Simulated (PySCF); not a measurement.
**BeH: from the state search to spectroscopic constants**

An exercise on one series of results from a longer session: the logs are not shown, and one member is left open.

The runs use PySCF 2.14.0; Be def2-SVPD, H def2-SVPD, no relativity.

The first run:

A driver script around PySCF takes these settings:

```
atoms                         : Be, H
charge                        : 0
basis                         : Be def2-SVPD, H def2-SVPD
Hamiltonian                   : no relativity
basis functions               : 20
electrons treated             : 5
masses in u                   : 9.0122, 1.0078
levels                        : PBE0, PBE, r²SCAN, B2PLYP, BHandHLYP, B3LYP, LC-ωPBE, HF, MP2, SCS-MP2, CCSD, CCSD(T)
grid                          : 80 radial by 434 angular points
occupations                   : held fixed by the projection of orbital angular momentum
dissociation limit            : Be + H, each in its ground configuration
starting distance in angstrom : 1.280
values of 2S to try           : 1, 3
```

On the command line:

```
$ OMP_NUM_THREADS=1 python dia.py task.json out
```

Steps of the session up to this table: Input; PBE0 along the bond; Higher solutions at PBE0; PBE; r²SCAN (meta-GGA); B2PLYP (double hybrid); BHandHLYP (global hybrid GGA); B3LYP; LC-ωPBE (range-separated hybrid); UHF (mean field); Correlated methods on the Hartree–Fock reference.

One table of the session follows, with a row left open; its other results are not shown here.

```
      level  Re (Å)  ωe (cm⁻¹)  De (eV)
        UHF   1.343       2136     2.23
    UHF-MP2       ?          ?        ?
UHF-SCS-MP2   1.341       2115     2.32
   UHF-CCSD   1.347       2058     2.00
UHF-CCSD(T)   1.348       2054     2.01
        PBE   1.360       2003     2.44
     r²SCAN   1.354       2042     2.65
      B3LYP   1.344       2071     2.54
       PBE0   1.352       2051     2.45
  BHandHLYP   1.337       2121     2.52
    LC-ωPBE   1.349       2080     2.49
     B2PLYP   1.342       2095     2.43
```

**Question.** Estimate the row for UHF-MP2.

**Answer.** Re (Å): 1.341; ωe (cm⁻¹): 2120; De (eV): 2.32.
